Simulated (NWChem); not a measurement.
# InNH6 (In(NH3)H3): levels of theory compared

Wanted: a comparison of 6 runs (HF/STO-3G, HF/3-21G, HF/def2-SVP, HF/def2-SVPD, PBE0/def2-SVP, MP2/3-21G) of InNH6 (In(NH3)H3). 

Program for the calculation: NWChem 7.3.0.

3 further runs of the same task are left out: 3 set aside as unsound or not needed.

### Step 1. The molecule

InNH6: 8 atoms, total charge 0, spin state singlet. SMILES: `[H][In]([H])([H])<-[NH3]`. The shape comes from GFN2-xTB, which is rough for such elements, and wasn't checked as a minimum.

Bond lengths: In1–N2 2.365 Å, N2–H3 1.017 Å, N2–H4 1.017 Å, N2–H5 1.018 Å, In1–H6 1.688 Å, In1–H7 1.688 Å, In1–H8 1.689 Å. Some angles: In1–N2–H3 110.9°, In1–N2–H4 110.9°, In1–N2–H5 110.6°, N2–In1–H6 96.9°, N2–In1–H7 97.2°, N2–In1–H8 96.9°, H3–N2–H4 108.2°, H3–N2–H5 108.1°, H4–N2–H5 108.1°, H6–In1–H7 118.5°.

### Step 2. Energy and forces at HF/STO-3G (run 1)

run.py reads:

```python
from ase import Atoms
from ase.calculators.nwchem import NWChem

atoms = Atoms(['In', 'N', 'H', 'H', 'H', 'H', 'H', 'H'], positions=[
    [-0.002430, 0.004770, -1.240570],
    [0.001030, -0.002420, 1.124050],
    [-0.948260, 0.032420, 1.488370],
    [0.509990, 0.799560, 1.488490],
    [0.445320, -0.846710, 1.478600],
    [1.673370, -0.017650, -1.445880],
    [-0.820140, 1.466400, -1.447400],
    [-0.858890, -1.436370, -1.445640],
])

calc = NWChem(
    label='work',
    theory='scf',
    memory='2200 mb',
    basis='STO-3G',
    basispar='spherical bse',
    scf={'nopen': '0', 'rhf': None, 'thresh': '1e-08', 'maxiter': '80'},
)
atoms.calc = calc

forces = atoms.get_forces()
print(f"energy = {atoms.get_potential_energy():.6f} eV")
print("forces (eV/A):")
for s, f in zip(atoms.symbols, forces):
    print(f"{s:2s} {f[0]:10.5f} {f[1]:10.5f} {f[2]:10.5f}")
print("dipole (e A):", atoms.get_dipole_moment().round(4))
```

The run is started by

```console
export ASE_NWCHEM_COMMAND="nwchem PREFIX.nwi > PREFIX.nwo"
python run.py
```

The log of the run:

```text
energy = -156196.086894 eV
forces (eV/A):
In    0.00566   -0.01460    0.21983
N     0.00807   -0.01486   -1.90596
H    -0.51983    0.01964    0.38145
H     0.27814    0.44228    0.38181
H     0.23166   -0.44244    0.36947
H    -1.25285    0.01615    0.18265
H     0.60724   -1.08855    0.18862
H     0.64185    1.08243    0.18219
dipole (e A): [ 0.0012 -0.0028  1.1077]
```

The calculator wrote work.nwi:

```
title "work"

permanent_dir work

scratch_dir work

start work

geometry units angstrom nocenter noautosym noautoz
  In -2.4299999999999999e-03 4.7699999999999999e-03 -1.2405700000000000e+00
  N  1.0300000000000001e-03 -2.4199999999999998e-03 1.1240500000000000e+00
  H  -9.4825999999999999e-01 3.2419999999999997e-02 1.4883700000000000e+00
  H  5.0999000000000005e-01 7.9956000000000005e-01 1.4884900000000001e+00
  H  4.4531999999999999e-01 -8.4670999999999996e-01 1.4785999999999999e+00
  H  1.6733700000000000e+00 -1.7649999999999999e-02 -1.4458800000000001e+00
  H  -8.2013999999999998e-01 1.4663999999999999e+00 -1.4474000000000000e+00
  H  -8.5889000000000004e-01 -1.4363699999999999e+00 -1.4456400000000000e+00
end

memory 2200 mb

basis spherical bse noprint
   * library STO-3G
end

scf
  nopen 0
  rhf
  thresh 1e-08
  maxiter 80
end

task scf gradient
```

work.nwo, cut to the lines that bear on the results:

```text
[...]
      One-electron energy =  -8283.645674151869
[... 1 line left out ...]
 Nuclear repulsion energy =    167.206152351787
[... 46 lines left out ...]
                       ROHF Final Molecular Orbital Analysis
[... 182 lines left out ...]
     1   1 0 0      0.002198      0.000000     -0.208758
[...]
  wavefunction    =   RHF
                         RHF ENERGY GRADIENTS
    atom               coordinates                        gradient
                 x          y          z           x          y          z
   1 In     -0.004592   0.009014  -2.344337   -0.000110   0.000284  -0.004275
   2 N       0.001946  -0.004573   2.124146   -0.000157   0.000289   0.037065
   3 H      -1.791952   0.061265   2.812611    0.010109  -0.000382  -0.007418
[... 4 lines of this table left out ...]
   8 H      -1.623067  -2.714346  -2.731863   -0.012482  -0.021050  -0.003543
[...]
```

Wall time 7.5 s (1 thread of Intel Xeon Platinum 8259CL at 2.50GHz (Skylake/Cascade Lake), shared host); peak memory 0.099 GiB.

### Step 3. Energy and forces at HF/3-21G (run 2)

job.nw reads:

```
start job
memory stack 880 mb heap 220 mb global 1100 mb

geometry noautosym nocenter noautoz
  In   -0.002430    0.004770   -1.240570
  N     0.001030   -0.002420    1.124050
  H    -0.948260    0.032420    1.488370
  H     0.509990    0.799560    1.488490
  H     0.445320   -0.846710    1.478600
  H     1.673370   -0.017650   -1.445880
  H    -0.820140    1.466400   -1.447400
  H    -0.858890   -1.436370   -1.445640
end

basis spherical bse
  * library 3-21G
end

scf
  thresh 1e-08
  maxiter 80
  noprint "final vectors analysis"
end

task scf gradient
```

The run is started by

```console
nwchem job.nw > job.out
```

The log of the run:

```text
[...]
  functions       =    52
[...]
  wavefunction    = RHF
[...]
         Total SCF energy =  -5772.334152352548
      One-electron energy =  -8306.182969568865
      Two-electron energy =   2366.642664864530
 Nuclear repulsion energy =    167.206152351787
        Time for solution =      4.7s
[...]
                         RHF ENERGY GRADIENTS
    atom               coordinates                        gradient
                 x          y          z           x          y          z
   1 In     -0.004592   0.009014  -2.344337   -0.000074   0.000364  -0.015050
   2 N       0.001946  -0.004573   2.124146   -0.000214   0.000393  -0.012274
   3 H      -1.791952   0.061265   2.812611   -0.004224   0.000114   0.004961
   4 H       0.963741   1.510949   2.812838    0.002304   0.003499   0.004957
   5 H       0.841533  -1.600050   2.794149    0.002152  -0.004051   0.004999
   6 H       3.162211  -0.033354  -2.732317   -0.028264   0.000382   0.004146
   7 H      -1.549840   2.771094  -2.735189    0.013934  -0.024859   0.004125
   8 H      -1.623067  -2.714346  -2.731863    0.014386   0.024157   0.004136
[...]
```

Wall time 6.9 s (1 thread of Intel Xeon Platinum 8259CL at 2.50GHz (Skylake/Cascade Lake), shared host); peak memory 0.1 GiB.

### Step 4. Energy and gradient at HF/def2-SVP (core potential) (run 3)

a.xyz reads:

```xyz
8
H6InN
In    -0.002430     0.004770    -1.240570
N      0.001030    -0.002420     1.124050
H     -0.948260     0.032420     1.488370
H      0.509990     0.799560     1.488490
H      0.445320    -0.846710     1.478600
H      1.673370    -0.017650    -1.445880
H     -0.820140     1.466400    -1.447400
H     -0.858890    -1.436370    -1.445640
```

run.py reads:

```python
from ase.io import read
from ase.calculators.nwchem import NWChem

atoms = read('a.xyz')

calc = NWChem(
    label='a',
    theory='scf',
    memory='2200 mb',
    basis='def2-SVP',
    basispar='spherical bse',
    scf={'nopen': '0', 'rhf': None, 'thresh': '1e-08', 'maxiter': '80'},
    **{'ecp bse': {'In library': 'def2-SVP'}},
)
atoms.calc = calc

forces = atoms.get_forces()
e = atoms.get_potential_energy()
print(f"E = {e:.6f} eV")
print("forces (eV/A):")
for s, f in zip(atoms.symbols, forces):
    print(f"{s:2s} {f[0]:10.5f} {f[1]:10.5f} {f[2]:10.5f}")
print("dipole (e A):", atoms.get_dipole_moment().round(4))
```

The run is started by

```console
export ASE_NWCHEM_COMMAND="nwchem PREFIX.nwi > PREFIX.nwo"
python run.py
```

The log of the run:

```text
E = -6723.417290 eV
forces (eV/A):
In    0.00293   -0.01548   -0.10783
N     0.01059   -0.01980    0.77452
H     0.50059   -0.01810   -0.10547
H    -0.26914   -0.42038   -0.10531
H    -0.24230    0.45920   -0.10578
H     0.94010   -0.01311   -0.11755
H    -0.46511    0.82908   -0.11539
H    -0.47766   -0.80141   -0.11724
dipole (e A): [ 9.000e-04 -2.200e-03  1.048e+00]
```

The calculator wrote a.nwi:

```
title "a"

permanent_dir a

scratch_dir a

start a

geometry units angstrom nocenter noautosym noautoz
  In -2.4299999999999999e-03 4.7699999999999999e-03 -1.2405700000000000e+00
  N  1.0300000000000001e-03 -2.4199999999999998e-03 1.1240500000000000e+00
  H  -9.4825999999999999e-01 3.2419999999999997e-02 1.4883700000000000e+00
  H  5.0999000000000005e-01 7.9956000000000005e-01 1.4884900000000001e+00
  H  4.4531999999999999e-01 -8.4670999999999996e-01 1.4785999999999999e+00
  H  1.6733700000000000e+00 -1.7649999999999999e-02 -1.4458800000000001e+00
  H  -8.2013999999999998e-01 1.4663999999999999e+00 -1.4474000000000000e+00
  H  -8.5889000000000004e-01 -1.4363699999999999e+00 -1.4456400000000000e+00
end

memory 2200 mb

basis spherical bse noprint
   * library def2-SVP
end

scf
  nopen 0
  rhf
  thresh 1e-08
  maxiter 80
end
ecp bse
  In library def2-SVP
end

task scf gradient
```

a.nwo, cut to the lines that bear on the results:

```text
[...]
      One-electron energy =   -575.289184618511
[... 1 line left out ...]
 Nuclear repulsion energy =     81.618027347684
[... 35 lines left out ...]
                       ROHF Final Molecular Orbital Analysis
[... 238 lines left out ...]
     1   1 0 0      0.001793      0.000000     -0.080181
[...]
  wavefunction    =   RHF
                         RHF ENERGY GRADIENTS
    atom               coordinates                        gradient
                 x          y          z           x          y          z
   1 In     -0.004592   0.009014  -2.344337   -0.000057   0.000301   0.002097
   2 N       0.001946  -0.004573   2.124146   -0.000206   0.000385  -0.015062
   3 H      -1.791952   0.061265   2.812611   -0.009735   0.000352   0.002051
[... 4 lines of this table left out ...]
   8 H      -1.623067  -2.714346  -2.731863    0.009289   0.015585   0.002280
[...]
```

It took 15 s on 1 thread of Intel Xeon Platinum 8259CL at 2.50GHz (Skylake/Cascade Lake), shared host; peak memory 0.1 GiB.

Runs 4 to 5 aren't shown in full; the table further down has their settings and results.

### Step 5. Energy and gradient at MP2/3-21G (run 6)

m1.nw reads:

```
start m1
memory total 2200 mb
charge 0

geometry noautosym nocenter noautoz
   In    -0.002430     0.004770    -1.240570
   N      0.001030    -0.002420     1.124050
   H     -0.948260     0.032420     1.488370
   H      0.509990     0.799560     1.488490
   H      0.445320    -0.846710     1.478600
   H      1.673370    -0.017650    -1.445880
   H     -0.820140     1.466400    -1.447400
   H     -0.858890    -1.436370    -1.445640
end

basis spherical bse
   * library 3-21G
end

scf
   thresh 1e-08
   maxiter 80
   print low
end

mp2
   freeze core 19
   tight
end

task mp2 gradient
```

The run is started by

```console
nwchem m1.nw > m1.out
```

The log of the run:

```text
[...]
  functions       =    52
[...]
  wavefunction    = RHF
[...]
         Total SCF energy =  -5772.334152352548
      One-electron energy =  -8306.182969568865
      Two-electron energy =   2366.642664864530
 Nuclear repulsion energy =    167.206152351787
        Time for solution =      4.7s
[...]
          Total MP2 energy         -5772.496282659517
[...]
                         mp2 ENERGY GRADIENTS
    atom               coordinates                        gradient
                 x          y          z           x          y          z
   1 In     -0.004592   0.009014  -2.344337   -0.000070   0.000354  -0.014841
   2 N       0.001946  -0.004573   2.124146   -0.000156   0.000288   0.003429
   3 H      -1.791952   0.061265   2.812611    0.007591  -0.000311  -0.000369
   4 H       0.963741   1.510949   2.812838   -0.004038  -0.006479  -0.000376
   5 H       0.841533  -1.600050   2.794149   -0.003383   0.006462  -0.000208
   6 H       3.162211  -0.033354  -2.732317   -0.029086   0.000393   0.004129
   7 H      -1.549840   2.771094  -2.735189    0.014333  -0.025575   0.004117
   8 H      -1.623067  -2.714346  -2.731863    0.014808   0.024867   0.004118
[...]
```

Wall time 14 s (1 thread of Intel Xeon Platinum 8259CL at 2.50GHz (Skylake/Cascade Lake), shared host); peak memory 0.12 GiB.

### Step 6. Overview of the runs

| run | level | core potential | iteration cap | energy (Eh) | dipole moment (D) | largest force (eV/Å) | wall time |
| --- | --- | --- | --- | --- | --- | --- | --- |
| 1 | HF/STO-3G | – | 80 | -5740.100367 | 5.32 | 1.906 | 7.5 s |
| 2 | HF/3-21G | – | 80 | -5772.334152 | 5.59 | 1.481 | 6.9 s |
| 3 | HF/def2-SVP (core potential) | def2-SVP | 80 | -247.081030 | 5.03 | 0.958 | 15 s |
| 4 | HF/def2-SVPD (core potential) | def2-SVPD | 80 | -247.084983 | – | 0.950 | 32 s |
| 5 | PBE0/def2-SVP (core potential) | def2-SVP | 100 | -248.350820 | 5.08 | 0.732 | 39 s |
| 6 | MP2/3-21G | – | 80 | -5772.496283 | 5.71 | 1.522 | 14 s |

### Step 7. What came out

| quantity | value |
| --- | --- |
| run 6: total energy | -5772.49628 Eh |
| run 6: dipole moment (of the density that the program reports) | 5.71 D |
| run 6: correlation energy (19 core orbitals frozen) | -162.1 mEh |
| run 6: largest force on an atom | 1.522 eV/Å |

What this shows: Over runs 1, 2, 3, 5, 6 the dipole moment (its size) runs from 5.03 D (HF/def2-SVP) to 5.71 D (MP2/3-21G). The two ends differ in method and basis and core potential. Over runs 1, 3, 5 the HOMO–LUMO gap runs from 7.10 eV (PBE0/def2-SVP) to 17.42 eV (HF/STO-3G). Some runs of one species differ in core potentials or relativity; totals across that change don't compare. In run 1 the basis is minimal, so the values are rough. In runs 1, 2, 6 relativity is left out where basis or elements ask for it. All runs together took 1.9 min, the longest 39 s.
